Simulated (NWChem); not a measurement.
# CHClInNO (SMILES O=C=[N][InH][Cl]) at 4 levels

Wanted: a comparison of 4 runs (PBE/def2-SVP, PBE0/def2-SVP, MP2/def2-SVP, CCSD(T)/def2-SVP) of CHClInNO. 

The calculation is run with NWChem 7.3.0.

5 further runs of the same task are left out: 5 that didn't finish.

## (1) The system as given

The species is CHClInNO (6 atoms), meant as a singlet with charge 0. As SMILES, `O=C=[N][InH][Cl]`. The shape is that of a PBE0-D4/def2-TZVP optimisation. This is one conformer, not always the lowest.

Bond lengths: O1–C2 1.166 Å, C2–N3 1.205 Å, N3–In4 2.019 Å, In4–Cl5 2.315 Å, In4–H6 1.687 Å. Angles: O1–C2–N3 176.3°, C2–N3–In4 136.4°, N3–In4–Cl5 111.3°, N3–In4–H6 123.4°, Cl5–In4–H6 125.3°.

## (2) Energy and gradient at PBE/def2-SVP (core potential) (run 1)

File job.nw:

```
start job
title "CHClInNO gradient"
memory 2200 mb

geometry units angstroms noautosym nocenter noautoz
 O        1.628000      -2.320400       0.058100
 C        0.896600      -1.470900       0.379300
 N        0.136700      -0.626900       0.782100
 In      -0.744200       1.027900       0.031300
 Cl      -0.127000       1.382000      -2.172000
 H       -1.790100       2.008300       0.921200
end

basis "ao basis" spherical bse
 * library def2-SVP
end

ecp bse
 In library def2-SVP
end

dft
 xc xpbe96 cpbe96
 mult 1
 grid fine
 convergence energy 1e-08
 maxiter 100
 mulliken
 noprint "final vectors analysis"
end

task dft gradient
```

On the command line:

```
$ nwchem job.nw > job.out
```

The program printed:

```text
[...]
          Wavefunction type:  closed shell.
          No. of atoms     :     6
          No. of electrons :    60
[...]
          Charge           :     0
          Spin multiplicity:     1
[...]
          AO basis - number of functions:    91
[...]
              XC Information
              --------------
          PerdewBurkeErnzerhof Exchange Functional  1.000
            Perdew 1991 LDA Correlation Functional  1.000 local
           PerdewBurkeErnz. Correlation Functional  1.000 non-local
[...]
 d= 0,ls=0.0,diis     1   -818.2949642802 -1.09D+03  2.49D-02  1.09D+00     5.2
[...]
 d= 0,ls=0.0,diis    12   -818.4390780261 -2.76D-09  3.80D-07  1.90D-09    45.8
         Total DFT energy =     -818.439078026080
      One electron energy =    -1746.870850471357
           Coulomb energy =      719.304128258175
    Exchange-Corr. energy =      -65.884714540141
 Nuclear repulsion energy =      275.012358727244
[...]
      Total Density - Mulliken Population Analysis
     ---------------------------------------------
    Atom       Charge   Shell Charges
 -----------   ------   -------------------------------------------------------
    1 O    8     8.09   1.99  1.13  0.57  2.83  1.55  0.02
    2 C    6     5.92   1.99  0.93  0.10  2.05  0.74  0.11
    3 N    7     7.29   1.99  1.02  0.48  2.39  1.40  0.02
    4 In  21    20.43  -0.60  2.60  0.95  0.14  2.78  3.23  0.96  0.22  9.62  0.52
    5 Cl  17    17.23   2.00  1.98  1.28  0.68  5.93  2.13  3.21  0.01
    6 H    1     1.04   0.66  0.37  0.01
[...]
  wavefunction    = closed shell
                         DFT ENERGY GRADIENTS
    atom               coordinates                        gradient
                 x          y          z           x          y          z
   1 O       3.076474  -4.384920   0.109793   -0.021685   0.025446   0.009019
   2 C       1.694328  -2.779598   0.716773   -0.002013   0.001671   0.002156
   3 N       0.258326  -1.184669   1.477955    0.017382  -0.015959  -0.015246
   4 In     -1.406334   1.942449   0.059148    0.006308  -0.005629  -0.005962
   5 Cl     -0.239995   2.611601  -4.104485   -0.003416  -0.002288   0.012824
   6 H      -3.382798   3.795137   1.740816    0.003424  -0.003241  -0.002792
[...]
```

Wall time 68 s (1 thread of Intel Xeon Platinum 8259CL at 2.50GHz (Skylake/Cascade Lake), shared host); peak memory 0.12 GiB.

## (3) Energy and gradient at PBE0/def2-SVP (core potential) (run 2)

File chclinno.xyz:

```xyz
6
CHClInNO
O      1.628000    -2.320400     0.058100
C      0.896600    -1.470900     0.379300
N      0.136700    -0.626900     0.782100
In    -0.744200     1.027900     0.031300
Cl    -0.127000     1.382000    -2.172000
H     -1.790100     2.008300     0.921200
```

File run.py:

```python
from ase.io import read
from ase.calculators.nwchem import NWChem

system = read('chclinno.xyz')

calc = NWChem(
    label='chclinno',
    theory='dft',
    memory='2200 mb',
    basis='def2-SVP',
    basispar='spherical bse',
    dft={'xc': 'pbe0', 'mult': '1', 'grid': 'fine', 'convergence': 'energy 1e-08', 'iterations': '100', 'mulliken': None},
    **{'ecp bse': {'In library': 'def2-SVP'}},
)
system.calc = calc

forces = system.get_forces()
e = system.get_potential_energy()
print(f"E = {e:.6f} eV")
print("forces (eV/A):")
for s, f in zip(system.symbols, forces):
    print(f"{s:2s} {f[0]:10.5f} {f[1]:10.5f} {f[2]:10.5f}")
print("dipole (e A):", system.get_dipole_moment().round(4))
```

On the command line:

```
$ export ASE_NWCHEM_COMMAND="nwchem PREFIX.nwi > PREFIX.nwo"
$ python run.py
```

The program printed:

```text
E = -22271.736577 eV
forces (eV/A):
O     0.18152   -0.20852   -0.08202
C     0.23834   -0.31691   -0.03661
N    -0.22194    0.19695    0.20697
In   -0.21824    0.17550    0.24420
Cl    0.10053    0.07323   -0.38896
H    -0.08022    0.07970    0.05641
dipole (e A): [-0.457   0.4742  0.3022]
```

The calculator wrote chclinno.nwi:

```
title "chclinno"

permanent_dir chclinno

scratch_dir chclinno

start chclinno

geometry units angstrom nocenter noautosym noautoz
  O  1.6279999999999999e+00 -2.3203999999999998e+00 5.8099999999999999e-02
  C  8.9659999999999995e-01 -1.4709000000000001e+00 3.7930000000000003e-01
  N  1.3669999999999999e-01 -6.2690000000000001e-01 7.8210000000000002e-01
  In -7.4419999999999997e-01 1.0279000000000000e+00 3.1300000000000001e-02
  Cl -1.2700000000000000e-01 1.3819999999999999e+00 -2.1720000000000002e+00
  H  -1.7901000000000000e+00 2.0083000000000002e+00 9.2120000000000002e-01
end

memory 2200 mb

basis spherical bse noprint
   * library def2-SVP
end

dft
  xc pbe0
  mult 1
  grid fine
  convergence energy 1e-08
  iterations 100
  mulliken
end
ecp bse
  In library def2-SVP
end

task dft gradient
```

chclinno.nwo:

```text
Northwest Computational Chemistry Package (NWChem) 7.3.0
             --------------------------------------------------------

           Job information
           ---------------

    nwchem branch   = 7.3.0
    use scalapack   = T
    input           = chclinno.nwi
    prefix          = chclinno.
    data base       = chclinno/chclinno.db
    status          = startup
    nproc           =        1

           Memory information
           ------------------

    heap     =     72089598 doubles =      550.0 Mbytes
    stack    =     72089595 doubles =      550.0 Mbytes
    global   =    144179200 doubles =     1100.0 Mbytes (distinct from heap & stack)
    total    =    288358393 doubles =     2200.0 Mbytes
    verify   = yes
    hardfail = no

[... 110 lines left out ...]
  convergence criterion.
[... 42 lines left out ...]
          Spatial weights used:  Erf1
[... 76 lines left out ...]
         Total DFT energy =     -818.471229528165
[... 3 lines left out ...]
 Nuclear repulsion energy =      275.012358727244
[... 716 lines left out ...]
          Convergence on gradient requested:  5.00D-04
[... 29 lines left out ...]
          total energy or number of iterations.
[... 37 lines left out ...]
                 ----------------------------------------
                 |  Time  |  1-e(secs)   |  2-e(secs)   |
                 ----------------------------------------
                 |  CPU   |       0.10   |      18.55   |
                 ----------------------------------------
                 |  WALL  |       0.10   |      18.55   |
                 ----------------------------------------

 Task  times  cpu:       62.6s     wall:       62.6s
 Total times  cpu:       62.7s     wall:       62.7s
```

Run time: 65 s. Hardware: 1 thread of Intel Xeon Platinum 8259CL at 2.50GHz (Skylake/Cascade Lake), shared host; peak memory 0.12 GiB.

Run 3 isn't shown in full; the table further down has it.

## (4) A single-point energy at CCSD(T)/def2-SVP (core potential) (run 4)

File chclinno.nw:

```
start chclinno
title "CHClInNO energy"
memory total 2200 mb
charge 0

geometry noautosym nocenter noautoz
  O      1.628000    -2.320400     0.058100
  C      0.896600    -1.470900     0.379300
  N      0.136700    -0.626900     0.782100
  In    -0.744200     1.027900     0.031300
  Cl    -0.127000     1.382000    -2.172000
  H     -1.790100     2.008300     0.921200
end

basis spherical bse
  O library def2-SVP
  C library def2-SVP
  N library def2-SVP
  In library def2-SVP
  Cl library def2-SVP
  H library def2-SVP
end

ecp bse
  In library def2-SVP
end

scf
  thresh 1e-08
  maxiter 80
  noprint "final vectors analysis"
end

ccsd
  freeze core 12
  maxiter 60
end

task ccsd(t) energy
```

On the command line:

```
$ nwchem chclinno.nw > chclinno.out
```

The program printed:

```text
[...]
  functions       =    91
[...]
  wavefunction    = RHF
[...]
         Total SCF energy =   -816.271867855633
      One-electron energy =  -1746.280367074268
      Two-electron energy =    654.996140491391
 Nuclear repulsion energy =    275.012358727244
        Time for solution =     49.8s
[...]
 Total MP2 energy:           -816.940832752446113
[...]
             energy      energy      error      ampl     ampl      Block
                                                time     time      time
[...]
 Total CCSD energy:           -816.960233392428563
[...]
 Total CCSD+T(CCSD) energy:           -816.987648975944012
[...]
 Total CCSD(T) energy:                -816.985332578048997
[...]
```

It took 7.9 min on 1 thread of Intel Xeon Platinum 8259CL at 2.50GHz (Skylake/Cascade Lake), shared host; peak memory 0.32 GiB.

## (5) Overview of the runs

```csv
run,level,integration grid,iteration cap,energy (Eh),dipole moment (D),largest force (eV/Å),wall time
1,PBE/def2-SVP (core potential),fine,100,-818.439078,3.13,1.781,68 s
2,PBE0/def2-SVP (core potential),fine,100,-818.471230,3.48,0.408,65 s
3,MP2/def2-SVP (core potential),–,80,-816.940833,3.37,1.448,2.1 min
4,CCSD(T)/def2-SVP (core potential),–,80,-816.985333,–,–,7.9 min
```

## (6) Summary of results

```
                                           quantity          value
                                run 4: total energy  -816.98533 Eh
run 4: correlation energy (12 core orbitals frozen)     -713.5 mEh
                              run 4: (T) correction     -25.10 mEh
```

**Reading.** Over runs 1, 2, 3 the dipole moment (its size) runs from 3.13 D (PBE/def2-SVP) to 3.48 D (PBE0/def2-SVP). Totals of different functionals can't be ranked against each other. All runs together took 12 min, the longest 7.9 min.
